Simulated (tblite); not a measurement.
# CH8N2Si2: the cost of one run

Computed with tblite 0.8.0 and PySCF 2.14.0; each step states its level. No surroundings beyond the atoms listed, unless a continuum is named. Atoms count from 0, parts from 1.

## 1. Starting point

13 atoms, charge 0, multiplicity 1; geometry: distance geometry start.

## 2. Relaxing the cluster with GFN2-xTB

What the job is given:

```
{"job": {"kind": "relax", "xc": "GFN2-xTB", "basis": "xTB"}, "charge": 0, "multiplicity": 1}
C      0.249806    -0.926467     0.613322
N      1.434076    -0.954928    -0.229925
Si     2.705521     0.283459     0.097760
N     -1.036050    -0.788154     1.254634
Si    -2.417263    -0.322968     0.175228
H      1.242201    -1.186770    -1.210633
H      3.970810    -0.369312     0.265552
H      2.384185     1.019429     1.269113
H      2.806931     1.180456    -0.979400
H     -1.018920    -0.381568     2.185979
H     -2.792751    -1.438747    -0.631384
H     -1.987196     0.739911    -0.694044
H     -3.522743     0.121986     0.960502
```

With the program's defaults for keys left out, this is: GFN2-xTB geometry optimisation, gas phase.

Run with:

```console
$ OMP_NUM_THREADS=1 python cluster_run.py task.json out
```

This one command runs all jobs of the session in turn.

Q: Estimate the wall time of this first job on 1 thread of Arm Neoverse V1, shared host.

About 2.1 s.
